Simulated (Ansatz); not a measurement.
CdBr in Ansatz: convergence with k mesh

Input of the first run (k mesh 2 × 2 × 2); the others differ in this setting and in those tied to it:

The input input.yaml:

```yaml
crystal:
  lattice:
    - [0.0, 3.07239103, 3.07239103]
    - [3.07239103, 0.0, 3.07239103]
    - [3.07239103, 3.07239103, 0.0]
  atoms:
    - { symbol: Cd, position: [0.0, 0.0, 0.0] }
    - { symbol: Br, position: [0.5, 0.5, 0.5] }
hamiltonian:
  xc: pbe
  pseudopotentials: { kind: paw_fr }
magnetization:
  noncollinear: true
  spin_orbit: true
kpoints:
  mp_grid: { grid: [2, 2, 2] }
scf:
  occupations: { method: fermi_dirac, width: 0.1 }
output:
  forces: true
  stress: true
  eigenvalues: true
```

Potentials or basis: Ansatz PAW.

Run with:

```console
$ ansatz run input.yaml --threads 2 --pin off --max-ram 5632MiB --backend cpu --events-out ev --progress --plain --runs-dir out
```

The cell was built by a generator and needn't be a form met in nature.

Hardware: 2 threads of Arm Neoverse V1 (shared host).

Problem. The values tried are 2 × 2 × 2, 3 × 3 × 3, 4 × 4 × 4, 6 × 6 × 6, 7 × 7 × 7, 9 × 9 × 9, 10 × 10 × 10, 12 × 12 × 12, loosest first. From which on does the energy stay within 1 meV/atom of the tightest run that finished?

Solution. From 9 × 9 × 9 on.

```tsv
k mesh	energy less the tightest run, at zero smearing (meV/atom)	pressure (GPa)	SCF cycles	CPU time (s)	peak memory (GiB)
2 × 2 × 2	-301.61	0.29	7	1.8	0.35
3 × 3 × 3	52.68	1.11	7	2	0.35
4 × 4 × 4	37.39	1.54	8	3.2	0.37
6 × 6 × 6	11.51	1.49	9	5.8	0.41
7 × 7 × 7	-3.54	1.23	9	6.9	0.42
9 × 9 × 9	0.20	1.28	9	11	0.46
10 × 10 × 10	0.14	1.27	8	14	0.48
12 × 12 × 12	0.00	1.29	9	23	0.54
```

Against the tightest run, the pressure stays within 0.1 GPa from 7 × 7 × 7 on. Meshes of other sizes hit other points, so gaps and Fermi surfaces needn't settle smoothly. The tightest run that finished is the yardstick and may itself not be fully converged.
